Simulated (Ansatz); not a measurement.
Run this with Ansatz's Python interface and show what comes out.

Script `relax_nageo3.py`:
```python
"""Geometry optimisation of NaGeO3 from a disturbed start."""

import warnings

import ansatz as az
from ase import Atoms
from ase.io import write
from ase.neighborlist import neighbor_list
import numpy as np

warnings.simplefilter("ignore", az.DeckWarning)

vectors = np.array([
    [3.764763, 0.0, 0.0],
    [0.0, 3.764763, 0.0],
    [0.0, 0.0, 3.764763],
])
structure = (
    az.Lattice.of(vectors)
    .atom("Na", (0.0, 0.0, 0.0))
    .atom("Ge", (0.5, 0.5, 0.5))
    .atom("O", (0.5, 0.5, 0.0))
    .atom("O", (0.5, 0.0, 0.5))
    .atom("O", (0.0, 0.5, 0.5))
)
# a displaced start

setup = (
    structure.move(3, to=(0.513281, 0.0, 0.5)).fix(4).calculation()
    .functional("PBEsol")
    .kpoints(spacing=0.42)
    .occupations("gaussian")
    .relax(force_tolerance=0.02, max_steps=100)
    .band_table()
)
steps = []


def follow(event):
    if event["event"] != "relax_step":
        return
    row = event["data"]
    steps.append(row)
    print(f"step {row['step']:3d}  E = {row['lagrangian_ev']:.5f} eV  largest force component = {row['allowed_force_max_ev_ang']:.4f} eV/A")


out = setup.session().plan(threads=1).execute(on_event=follow)
summary = out.report

first, last = steps[0], steps[-1]
symbols = [site.symbol for site in out.lattice.sites]
print(f"energy gained {first['lagrangian_ev'] - last['lagrangian_ev']:.4f} eV in {len(steps) - 1} steps")

moved = np.linalg.norm(np.array(last["positions_ang"]) - np.array(first["positions_ang"]), axis=1)
print("displacement by atom (A):", " ".join(f"{s}:{d:.3f}" for s, d in zip(symbols, moved)))

final = Atoms(symbols, positions=last["positions_ang"], cell=out.lattice.cell_ang, pbc=True)
i, j, d = neighbor_list("ijd", final, 4.5)
print("neighbours within 1.2 times the shortest distance of each atom (A)")
for atom in range(len(final)):
    near = [m for m in np.argsort(d) if i[m] == atom]
    shell = [m for m in near if d[m] < 1.2 * d[near[0]]]
    print(f"{symbols[atom]}{atom} ({len(shell)}):", ", ".join(f"{symbols[j[m]]} {d[m]:.3f}" for m in shell))

relaxed = Atoms(symbols, positions=[site.position_ang for site in out.lattice.sites], cell=out.lattice.cell_ang, pbc=True)
write("relaxed.cif", relaxed, format="cif")

for key in ("converged", "n_iterations", "n_electrons", "n_kpoints", "n_pw", "n_symmetry_ops", "free_energy_ev", "fermi_energy_ev"):
    print(f"{key:18s} {summary[key]}")

fermi = summary["fermi_energy_ev"]
print("levels less the Fermi level (eV) at the first k-points")
for k, levels in list(zip(summary["kpoints_frac"], summary["eigenvalues_ev"]))[:3]:
    print("k = ({:.3f}, {:.3f}, {:.3f})".format(*k))
    print("   ", " ".join(f"{e - fermi:.3f}" for e in levels))

print(setup.to_yaml())
```

```console
$ python relax_nageo3.py
step   1  E = -7410.93672 eV  largest force component = 0.1474 eV/A
step   2  E = -7410.93860 eV  largest force component = 0.0990 eV/A
step   3  E = -7410.94039 eV  largest force component = 0.0035 eV/A
step   4  E = -7410.94039 eV  largest force component = 0.0035 eV/A
energy gained 0.0037 eV in 3 steps
displacement by atom (A): Na:0.001 Ge:0.000 O:0.000 O:0.049 O:0.000
neighbours within 1.2 times the shortest distance of each atom (A)
Na0 (12): O 2.661, O 2.661, O 2.662, O 2.662, O 2.662, O 2.662, O 2.662, O 2.662, O 2.663, O 2.663, O 2.663, O 2.663
Ge1 (6): O 1.882, O 1.882, O 1.882, O 1.882, O 1.882, O 1.882
O2 (2): Ge 1.882, Ge 1.882
O3 (2): Ge 1.882, Ge 1.882
O4 (2): Ge 1.882, Ge 1.882
converged          True
n_iterations       2
n_electrons        41.0
n_kpoints          27
n_pw               1021
n_symmetry_ops     4
free_energy_ev     -7410.940389622
fermi_energy_ev    6.293350149631503
levels less the Fermi level (eV) at the first k-points
k = (0.000, 0.000, 0.000)
    -48.649 -23.790 -23.790 -23.449 -23.449 -23.449 -20.735 -20.735 -20.735 -19.081 -15.400 -15.400 -5.962 -5.962 -5.962 -0.635 -0.635 -0.635 -0.547 -0.547 -0.547 1.229 6.534 12.359 12.359 13.879
k = (0.000, 0.000, 0.250)
    -48.649 -23.790 -23.738 -23.453 -23.453 -23.449 -20.777 -20.733 -20.733 -18.724 -16.067 -15.383 -5.775 -5.774 -5.762 -1.739 -0.962 -0.962 -0.863 -0.580 -0.580 3.323 7.609 11.688 13.324 13.856
k = (0.000, 0.000, -0.500)
    -48.649 -23.789 -23.685 -23.458 -23.458 -23.449 -20.811 -20.731 -20.731 -18.084 -17.004 -15.366 -5.561 -5.561 -5.496 -2.553 -1.340 -1.340 -1.078 -0.580 -0.580 5.673 9.572 10.141 11.690 14.050
crystal:
  lattice:
    - [3.764763, 0.0, 0.0]
    - [0.0, 3.764763, 0.0]
    - [0.0, 0.0, 3.764763]
  atoms:
    - { symbol: Na, position: [0.0, 0.0, 0.0] }
    - { symbol: Ge, position: [0.5, 0.5, 0.5] }
    - { symbol: O, position: [0.5, 0.5, 0.0] }
    - { symbol: O, position: [0.513281, 0.0, 0.5] }
    - { symbol: O, position: [0.0, 0.5, 0.5] }
kpoints:
  mp_grid:
    kspacing: 0.42
hamiltonian:
  xc: pbesol
scf:
  occupations:
    method: gaussian
relax:
  f_tol: 0.02
  max_steps: 100
  constraints:
    - { site: 4, fix: xyz }
output:
  eigenvalues: true
```

It writes `relaxed.cif`:
```cif
data_image0
_chemical_formula_structural       NaGeO3
_chemical_formula_sum              "Na1 Ge1 O3"
_cell_length_a       3.764763
_cell_length_b       3.764763
_cell_length_c       3.764763
_cell_angle_alpha    90.0
_cell_angle_beta     90.0
_cell_angle_gamma    90.0

_space_group_name_H-M_alt    "P 1"
_space_group_IT_number       1

loop_
  _space_group_symop_operation_xyz
  'x, y, z'

loop_
  _atom_site_type_symbol
  _atom_site_label
  _atom_site_symmetry_multiplicity
  _atom_site_fract_x
  _atom_site_fract_y
  _atom_site_fract_z
  _atom_site_occupancy
  Na  Na1       1.0  0.9998064527689362  0.0  0.0  1.0000
  Ge  Ge1       1.0  0.4999901698867755  0.5  0.5  1.0000
  O   O1        1.0  0.4999766393718614  0.5  0.0  1.0000
  O   O2        1.0  0.5003238467215061  0.0  0.5  1.0000
  O   O3        1.0  0.0  0.5  0.5  1.0000
```

What to keep in mind:
- Absolute energies stand on the zero of these potentials, so only differences at equal settings mean something. A total without «per atom» is that of the cell as typed.
- The cell holds an odd number of electrons and is run without spin, so a magnetic state may lie lower.
- An absolute Fermi energy rests on an arbitrary zero of the periodic potential and has no direct meaning.
- Energies along a relaxation are free energies. A last row that repeats the one before re-solves the same geometry more tightly.
- The structure comes from a database of computed cells and needn't be a stable or known phase.
- Gaps and levels are Kohn-Sham values on a finite set of k-points, without spin-orbit coupling.
- Hardware and time: 12 s on 1 thread of Arm Neoverse V2 (shared host), peak memory 0.46 GiB.

(Lines on the test bed's own set-up are left out of the output.)
